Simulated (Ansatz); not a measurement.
**SbS2 under changes of volume**

One of the cells (35.502 Å³/atom); the others are scaled copies at fixed shape and fractional positions:

```
Sb S
1.0
    -3.03071    3.03071    5.79760
     3.03071   -3.03071    5.79760
     3.03071    3.03071   -5.79760
Sb S
2 4
Direct
  0.00000 0.00000 0.00000
  0.75000 0.25000 0.50000
  0.64903 0.12500 0.02403
  0.37500 0.35097 0.47597
  0.10097 0.62500 0.97597
  0.87500 0.89903 0.52403
```

The cell comes from a database or a generator and needn't be the stable form of this composition.

```yaml
Program: Ansatz 0.2.0
Functional: PBE
Potentials_or_basis: Ansatz PAW
Cutoff: "420 eV (not typed: the program's choice for these potentials)"
k_mesh: 6 × 6 × 6
Occupations: fermi-dirac, width 0.05 eV
Spin: no spin polarisation
```

| volume (Å³/atom) | energy over the lowest point (meV/atom) | pressure (GPa) | largest force (eV/Å) |
| --- | --- | --- | --- |
| 33.371 | 18.78 | 2.9 | 0.486 |
| 34.081 | 8.24 | 1.9 | 0.301 |
| 34.791 | ? | ? | ? |
| 35.502 | 0.00 | 0.1 | 0.025 |
| 36.212 | 1.43 | -0.7 | 0.169 |
| 36.922 | 6.05 | -1.3 | 0.301 |
| 37.632 | 13.54 | -2.0 | 0.423 |

**Question.** What does the run at 34.791 Å³/atom give?

**Answer.** Energy over the lowest point 2.14 meV/atom; pressure 0.9 GPa; largest force 0.131 eV/Å.

Worked out: A Birch-Murnaghan fit of order 3 (a polynomial in V^(-2/3)) to the other rows has its minimum at 35.56 Å³/atom with B0 = V·E''(V) = 40 GPa and B' = 4.5 at fixed shape and positions, which overstates the stiffness. It gives 2.13 meV/atom at 34.791 Å³/atom, against the run's 2.14, and -dE/dV = 0.9 GPa, against 0.9.

Energies are extrapolated to zero smearing.
